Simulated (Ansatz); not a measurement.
# CaC₂: energy over two strains

How does the energy of CaC2 (I4/mmm, No. 139; 3 atoms in the cell) change over two coordinates at once? A grid of runs gives the map.

Computed with Ansatz 0.2.0 (DFT r2SCAN, scalar-relativistic, plane waves, PAW, unless a step's input says otherwise).

**1. The starting structure**

The structure is tetragonal, space group I4/mmm (No. 139). The conventional cell has a = 3.867 Å, b = 3.867 Å, c = 6.392 Å, α = 90.00°, β = 90.00°, γ = 90.00°. Ca (site symmetry 4/mmm) has 10 C at 2.57 to 2.80 Å as nearest neighbours. C (site symmetry 4mm) has 1 C at 1.25 Å as nearest neighbours.

Coordinates:

```cif
data_structure
_symmetry_space_group_name_H-M 'I4/mmm'
_symmetry_Int_Tables_number 139
_cell_length_a 3.8668
_cell_length_b 3.8668
_cell_length_c 6.3925
_cell_angle_alpha 90.000
_cell_angle_beta 90.000
_cell_angle_gamma 90.000
_cell_volume 95.58
loop_
_atom_site_label
_atom_site_type_symbol
_atom_site_symmetry_multiplicity
_atom_site_Wyckoff_symbol
_atom_site_fract_x
_atom_site_fract_y
_atom_site_fract_z
_atom_site_occupancy
Ca1 Ca 2 a 0.00000 0.00000 0.00000 1
C1 C 4 e 0.50000 0.50000 0.09791 1
```

It goes back to an entry of the Materials Project, which need not be the stable form.

This cell was relaxed beforehand with the same method: volume 15.93 Å³/atom, gap on the mesh 1.66 eV.

**3. Setting up the map**

The energy is mapped over two homogeneous strains (x along [1 0 0], y along [0 1 0], z along [0 0 1] of the conventional cell).

First coordinate, engineering shear strain xy: 7 values from −30 to 30 %. Second coordinate, equal normal strain along x and y: 7 values from −15 to 15 %.

Nothing else is relaxed (fractional coordinates fixed). Energies count from the relaxed crystal. Points are written as (first, second).

(The set-up runs are not shown.)

**4. The run at (−30 %, 5 %)**

Contents of input.yaml:

```yaml
crystal:
  lattice:
    - [-2.3200729192, 2.3200729192, 3.1962387411]
    - [2.3200729192, -2.3200729192, 3.1962387411]
    - [1.7400546894, 1.7400546894, -3.1962387411]
  atoms:
    - { symbol: Ca, position: [0.0, 0.0, 0.0] }
    - { symbol: C, position: [0.5979128859, 0.5979128859, 0.0] }
    - { symbol: C, position: [0.4020871141, 0.4020871141, 0.0] }
basis:
  ecutwfc: 520.0
kpoints:
  mp_grid: { grid: [10, 10, 10] }
hamiltonian:
  xc: r2scan
scf:
  occupations: { method: gaussian, width: 0.05 }
output:
  forces: true
  stress: true
  eigenvalues: true
```

The run is started by

```sh
$ ansatz run input.yaml --threads 1 --pin off --max-ram 2048MiB --backend cpu --events-out ev --progress --plain --runs-dir out
```

Further runs follow: the other points that were computed.

Before running it: what results should come out? Wanted: lowest point; highest computed point; largest force on an atom; pressure.

**Answer**, as computed:

| quantity | value |
| --- | --- |
| lowest point | (0 %, 0 %), 0 meV/atom |
| highest computed point | (−30 %, −15 %), 1852 meV/atom above the lowest |
| largest force on an atom (eV/Å) | 0.00 at (0 %, 0 %) to 1.55 at (−30 %, −15 %); 0.00 at the lowest point |
| pressure (GPa) | −7 at (0 %, 15 %) to 73 at (−30 %, −15 %); 0 at the lowest point |
| time for all points | 7.6 min on 1 thread, shared host |

What this shows: The lowest computed point is at (0 %, 0 %), which is the relaxed crystal itself. No other kind of well shows on this grid. The highest computed point, (−30 %, −15 %), lies 1852 meV/atom above the lowest. Round the minimum the two coordinates are nearly uncoupled. The curvatures of the interpolated surface at the minimum, over the volume, give stiffnesses of about 45 and 270 GPa for the two patterns (per unit amplitude as drawn, so not the usual moduli), with the ions clamped; on a grid this wide they are rough. The gap closes in part of the range. With the other coordinates free, the energies away from the reference would be the same or lower.

The gaps are Kohn-Sham values of a semilocal functional, not quasiparticle or optical gaps. Such gaps usually fall short of the measured ones.
